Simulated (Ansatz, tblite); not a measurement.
**Al3N3 zinc blende ring rod (Al3N3H12): charged states by level of theory**

The task here is to estimate one member of a computed series from the others.

Method: as each input shows; program: Ansatz 0.2.0, Gaussian basis.

The runs, in order: charge +1 doublet, at the geometry of the singlet (PBE0-D4/def2-TZVP, PBE-D4/def2-TZVP, LDA/def2-TZVP, CCSD(T)/def2-SVP); charge -1 doublet, at the geometry of the singlet (PBE0-D4/def2-TZVPD, PBE-D4/def2-TZVPD, LDA/def2-TZVPD); the starting singlet's energies come from earlier runs.

2 further runs of the same task are left out: 2 set aside as unsound or not needed.

### The structure

The singlet was relaxed beforehand with r2SCAN-D4/def2-SVP.

18 atoms, charge 0, spin multiplicity 1.

Atoms are counted from 1 here; the program's logs count them from 0.

Bond lengths: Al1–N4 1.962 Å, Al1–N6 1.962 Å, Al1–H7 1.603 Å, Al1–H8 1.592 Å, Al2–N5 1.961 Å, Al2–N6 1.962 Å, Al2–H9 1.603 Å, Al2–H10 1.592 Å, Al3–N4 1.962 Å, Al3–N5 1.961 Å, Al3–H11 1.603 Å, Al3–H12 1.592 Å, N4–H13 1.026 Å, N4–H14 1.028 Å, N5–H15 1.026 Å, N5–H16 1.028 Å, N6–H17 1.026 Å, N6–H18 1.028 Å. Angles: N4–Al1–N6 104.4°, N4–Al1–H7 106.5°, N4–Al1–H8 108.2°, N6–Al1–H7 106.5°, N6–Al1–H8 108.3°, H7–Al1–H8 121.6°, N5–Al2–N6 103.9°, N5–Al2–H9 106.7°, N5–Al2–H10 108.3°, N6–Al2–H9 106.6°, N6–Al2–H10 108.3°, H9–Al2–H10 121.6°, N4–Al3–N5 103.9°, N4–Al3–H11 106.6°, N4–Al3–H12 108.3°, N5–Al3–H11 106.7°, N5–Al3–H12 108.3°, H11–Al3–H12 121.6° and more.

The first run:

in.yaml reads:

```yaml
crystal:
  periodic: [false, false, false]
  atoms:
    - {symbol: Al, position_ang: [-0.681447, -0.679683, 1.760968]}
    - {symbol: Al, position_ang: [1.766718, -0.665145, -0.672137]}
    - {symbol: Al, position_ang: [-0.661403, 1.767761, -0.672943]}
    - {symbol: N, position_ang: [-1.601878, 0.591994, 0.584517]}
    - {symbol: N, position_ang: [0.565806, 0.564107, -1.617073]}
    - {symbol: N, position_ang: [0.588434, -1.603038, 0.584894]}
    - {symbol: H, position_ang: [-1.773059, -1.769028, 2.197726]}
    - {symbol: H, position_ang: [0.148376, 0.148679, 2.838511]}
    - {symbol: H, position_ang: [2.251588, -1.752502, -1.745161]}
    - {symbol: H, position_ang: [2.807156, 0.199901, 0.167258]}
    - {symbol: H, position_ang: [-1.747757, 2.254063, -1.746342]}
    - {symbol: H, position_ang: [0.205083, 2.807068, 0.166348]}
    - {symbol: H, position_ang: [-2.372778, 0.117631, 0.101236]}
    - {symbol: H, position_ang: [-2.087491, 1.232855, 1.225489]}
    - {symbol: H, position_ang: [0.061844, 0.060939, -2.355818]}
    - {symbol: H, position_ang: [1.190505, 1.187432, -2.144842]}
    - {symbol: H, position_ang: [0.112421, -2.372750, 0.101399]}
    - {symbol: H, position_ang: [1.227891, -2.090264, 1.225979]}
basis:
  gaussian: {orbitals: def2-TZVP}
total_charge: 1
magnetization: {spin_polarized: true, initial_magnetization: 1}
hamiltonian: {xc: pbe0, dispersion: d4}
scf: {omitted_lower_state_checks: [starts]}
output: {orbitals: {seedname: orbitals}}
```

Started as:

```bash
ansatz run in.yaml --threads 4 --pin off --events-out ev --progress --plain --max-ram 4787MiB
```

Steps of the session up to this table: Charge +1 doublet at the fixed geometry, PBE0-D4/def2-TZVP; Charge +1 doublet at the fixed geometry, PBE-D4/def2-TZVP; Charge +1 doublet at the fixed geometry, LDA/def2-TZVP; Charge +1 doublet at the fixed geometry, CCSD(T)/def2-SVP.

One of the session's tables, all rows but one given; the rest of the session is left out.

It belongs to the step «Vertical ionisation energy». 

| method | vertical ionisation energy (eV) |
| --- | --- |
| HF/def2-SVP | 9.80 |
| LDA/def2-TZVP | 8.76 |
| PBE-D4/def2-TZVP | 8.79 |
| PBE0-D4/def2-TZVP | ? |
| MP2/def2-SVP | 10.27 |
| CCSD/def2-SVP | 10.27 |
| CCSD(T)/def2-SVP | 10.22 |

Estimate the missing values for PBE0-D4/def2-TZVP.

As computed: vertical ionisation energy (eV): 9.44. In the column «vertical ionisation energy (eV)» it lies between PBE-D4/def2-TZVP (8.79) and HF/def2-SVP (9.80).
